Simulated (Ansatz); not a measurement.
**BrClHInO: a ladder of functionals and wavefunction methods**

How much do the methods differ for BrClHInO? The plan is to run it at one geometry with functionals of several rungs and with coupled cluster. The yardstick is the atomisation energy at the CCSD(T) limit.

Computed with Ansatz 0.2.0, Gaussian basis. Level: functionals in def2-TZVPP, the program's frozen cores in correlated methods.

The runs, in order: LDA (SPW92), PBE-D4, revPBE-D4, BLYP-D4, r2SCAN-D4, B97M-V, PBE0-D4, B3LYP-D4, r2SCANh-D4, r2SCAN0-D4, HSE06-D4, BHLYP-D4, CAM-B3LYP-D4, LC-ωPBE, ωB97X-V, ωB97M-V, B2PLYP, PBE-QIDH; CCSD(T)/def2-SVP; CCSD(T)/def2-TZVPP; MP2/def2-QZVPP; extrapolation to the limit; RPA on PBE.

### 1 The geometry

All runs share one geometry, relaxed beforehand with PBE0-D4 in a triple-zeta def2 set. In takes the def2 core potential; no spin-orbit term is included.

SMILES `[OH][In]([Cl])[Br]`, 5 atoms, charge 0, spin multiplicity 1.

Atoms are counted from 1 here; the program's logs count them from 0.

Bond lengths: O1–In2 1.962 Å, O1–H5 0.962 Å, In2–Cl3 2.310 Å, In2–Br4 2.427 Å. Angles: In2–O1–H5 111.6°, O1–In2–Cl3 118.2°, O1–In2–Br4 120.5°, Cl3–In2–Br4 121.3°.

### 2 LDA

This LDA is Slater exchange with PW92 correlation.

in.yaml reads:

```yaml
crystal:
  periodic: [false, false, false]
  atoms:
    - {symbol: O, position_ang: [-0.257230, 1.542438, 0.012652]}
    - {symbol: In, position_ang: [-0.101845, -0.408908, -0.122792]}
    - {symbol: Cl, position_ang: [1.719664, -1.431624, 0.864118]}
    - {symbol: Br, position_ang: [-1.787812, -1.698986, -1.298806]}
    - {symbol: H, position_ang: [0.477123, 1.923380, 0.503429]}
basis:
  gaussian: {orbitals: def2-TZVPP}
hamiltonian: {xc: lda}
output: {orbitals: {seedname: orbitals}}
```

The runs that follow: PBE-D4 (GGA); revPBE-D4 (GGA); BLYP-D4 (GGA); r2SCAN-D4 (meta-GGA); B97M-V (meta-GGA); PBE0-D4 (hybrid); B3LYP-D4 (hybrid); r2SCANh-D4 (hybrid); r2SCAN0-D4 (hybrid); HSE06-D4 (hybrid); BHLYP-D4 (hybrid); CAM-B3LYP-D4 (range-separated); LC-ωPBE-D4 (range-separated); ωB97X-V (range-separated); ωB97M-V (range-separated); B2PLYP (double hybrid); PBE-QIDH (double hybrid); CCSD(T) in def2-SVP; CCSD(T) in def2-TZVPP; MP2 in def2-QZVPP; RPA on PBE orbitals.

Q: Predict the results of all the runs planned. Wanted: atomisation energy, CCSD(T)/CBS; farthest beyond LDA; mean size of error, GGA; mean size of error, meta-GGA; mean size of error, hybrid; mean size of error, range-separated; mean size of error, double hybrid; gap, smallest and largest; T1 diagnostic.

**Answer**, as computed:

| quantity | value |
| --- | --- |
| atomisation energy, CCSD(T)/CBS | 14.736 eV |
| functionals within 0.147 eV (1.0 %) | PBE-D4 |
| farthest beyond LDA | BHLYP-D4 (-1.252 eV) |
| mean size of error, GGA | 0.458 eV |
| mean size of error, meta-GGA | 0.191 eV |
| mean size of error, hybrid | 0.643 eV |
| mean size of error, range-separated | 0.367 eV |
| mean size of error, double hybrid | 0.538 eV |
| gap, smallest and largest | 3.89 eV (LDA (SPW92)), 11.18 eV (LC-ωPBE) |
| T1 diagnostic | 0.0130 |
| triples share of the correlation energy | 3.5 % |

What this shows: LDA overbinds by 2.235 eV (15 %). PBE-D4 misses by -0.040 eV. Double hybrids carry the basis error of their MP2 part in triple zeta, and no dispersion term here, so their miss is partly the set-up's. By mean error the best rung here is meta-GGA (0.191 eV) and the worst beyond LDA is hybrid (0.643 eV). The mean of the hybrids holds BHLYP, with half exact exchange. Misses under about 0.147 eV are within the doubt on the reference itself, which lacks core-valence correlation, spin-orbit coupling and higher excitations, and its outer-core shells are covered unevenly. All levels share the lack of spin-orbit coupling, which lowers the free heavy atoms and so the true binding. Hartree-Fock recovers 66 % of the binding; the rest is correlation. CCSD(T) in def2-SVP is off by -1.603 eV, so the small basis spoils what the method gains. Orbital gaps span 3.9 to 11.2 eV; exact exchange widens them. Correlated methods include outer-core shells of Br, In, which these sets cover unevenly.
